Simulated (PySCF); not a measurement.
# C5H14OSi: the cost of one run

The runs use PySCF 2.14.0, with density-fitted response routines of our own; the level of theory stands in each step. All values are computed, except where a source is named. Atoms are numbered from 0 throughout.

## (1) The molecule as given

21 atoms, charge 0, multiplicity 1; geometry from: GFN2-xTB.

Bonds of the start (Å): C0–C1 1.52, C1–O2 1.40, O2–Si3 1.63, Si3–C4 1.90, Si3–C5 1.91, Si3–C6 1.91, C0–H7 1.09, C0–H8 1.09, C0–H9 1.09, C1–H10 1.10, C1–H11 1.10, C4–H12 1.08, C4–H13 1.08, C4–H14 1.08, C5–H15 1.09, C5–H16 1.09, C5–H17 1.09, C6–H18 1.09, C6–H19 1.09, C6–H20 1.08.

## (2) Geometry optimisation at PBE0-D3(BJ)/def2-SVP

Job settings and geometry (Å):

```
{"job": {"xc": "PBE0", "basis": "def2-SVP", "d3": "d3bj", "grid": 1, "kind": "geom"}, "charge": 0, "multiplicity": 1}
C      3.037406    -0.151761     0.837204
C      1.803871    -0.482324     0.010420
O      0.720193     0.283220     0.463000
Si    -0.853277     0.195205     0.031842
C     -1.637602     1.536242     1.118897
C     -1.094994     0.561163    -1.828108
C     -1.572587    -1.536226     0.397979
H      2.856198    -0.389608     1.881867
H      3.889620    -0.725408     0.483069
H      3.262172     0.908506     0.758168
H      1.986578    -0.260572    -1.048376
H      1.565553    -1.549492     0.097236
H     -1.170213     2.500856     0.952848
H     -1.540931     1.301779     2.173409
H     -2.694553     1.636826     0.897830
H     -0.693264    -0.238062    -2.446155
H     -2.143209     0.672470    -2.086160
H     -0.590010     1.479958    -2.114074
H     -1.152547    -2.290479    -0.262798
H     -1.355323    -1.839964     1.418533
H     -2.649810    -1.561507     0.272308
```

On the command line:

```bash
OMP_NUM_THREADS=1 python probes_run.py task.json out
```

This one command runs all jobs of the session in turn.

**Question.** How long does this first job take on 1 thread of Intel Xeon Platinum 8488C, shared host, and how much memory does it need?

About 1.8 min, with a peak of 0.74 GiB.
